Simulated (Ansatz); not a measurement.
# C3H8BFSi: the cost of one run

All numbers below are computed with Ansatz 0.2.0 (RKS PBE-D4/def2-SVP).

## 1. Starting point

Bond lengths: C1–C2 1.528 Å, C2–Si3 1.842 Å, C2–C4 1.310 Å, C4–B5 1.544 Å, B5–F6 1.464 Å, C1–H7 1.065 Å, C1–H8 1.086 Å, C1–H9 1.115 Å, Si3–H10 1.514 Å, Si3–H11 1.478 Å, Si3–H12 1.458 Å, C4–H13 1.201 Å, B5–H14 1.158 Å. Angles (14 of 21 angles, heavy atoms first): C1–C2–Si3 116.0°, C1–C2–C4 123.8°, Si3–C2–C4 120.2°, C2–C4–B5 130.9°, C4–B5–F6 122.5°, C2–C1–H7 112.6°, C2–C1–H8 106.8°, C2–C1–H9 105.3°, C2–Si3–H10 109.6°, C2–Si3–H11 110.9°, C2–Si3–H12 112.1°, C2–C4–H13 118.0°, B5–C4–H13 111.1°, C4–B5–H14 120.7°.

Coordinates:

```xyz
14

C    -0.5879   -1.8532   -0.0666
C    -0.1487   -0.3907   -0.0196
Si    1.6505   -0.0809   -0.2655
C    -0.9663    0.6098    0.1956
B    -0.7053    2.1293    0.2745
F    -1.7724    3.0985    0.5291
H     0.2218   -2.5184   -0.2581
H    -1.0822   -2.0619    0.8771
H    -1.3713   -1.8990   -0.8584
H     2.2261    0.5745    0.9718
H     2.3836   -1.3513   -0.4478
H     1.9055    0.7974   -1.4013
H    -2.1370    0.3662    0.3092
H     0.3705    2.5505    0.1889
```

## 2. End point A

input.yaml reads:

```yaml
crystal:
  periodic: [false, false, false]
  atoms:
    - { symbol: C, position_ang: [-0.5879, -1.8532, -0.0666] }
    - { symbol: C, position_ang: [-0.1487, -0.3907, -0.0196] }
    - { symbol: Si, position_ang: [1.6505, -0.0809, -0.2655] }
    - { symbol: C, position_ang: [-0.9663, 0.6098, 0.1956] }
    - { symbol: B, position_ang: [-0.7053, 2.1293, 0.2745] }
    - { symbol: F, position_ang: [-1.7724, 3.0985, 0.5291] }
    - { symbol: H, position_ang: [0.2218, -2.5184, -0.2581] }
    - { symbol: H, position_ang: [-1.0822, -2.0619, 0.8771] }
    - { symbol: H, position_ang: [-1.3713, -1.899, -0.8584] }
    - { symbol: H, position_ang: [2.2261, 0.5745, 0.9718] }
    - { symbol: H, position_ang: [2.3836, -1.3513, -0.4478] }
    - { symbol: H, position_ang: [1.9055, 0.7974, -1.4013] }
    - { symbol: H, position_ang: [-2.137, 0.3662, 0.3092] }
    - { symbol: H, position_ang: [0.3705, 2.5505, 0.1889] }
basis:
  gaussian: { orbitals: def2-SVP }
hamiltonian:
  xc: pbe
  dispersion: d4
relax:
  f_tol: 0.015
  max_steps: 40
```

Started as:

```console
> ansatz run input.yaml --threads 2 --pin off --max-ram 3072MiB --backend cpu --events-out ev --progress --plain --runs-dir out
```

Q: Estimate wall time and peak memory on 2 threads of Arm Neoverse V1, shared host.

About 70 s, with a peak of 0.17 GiB.
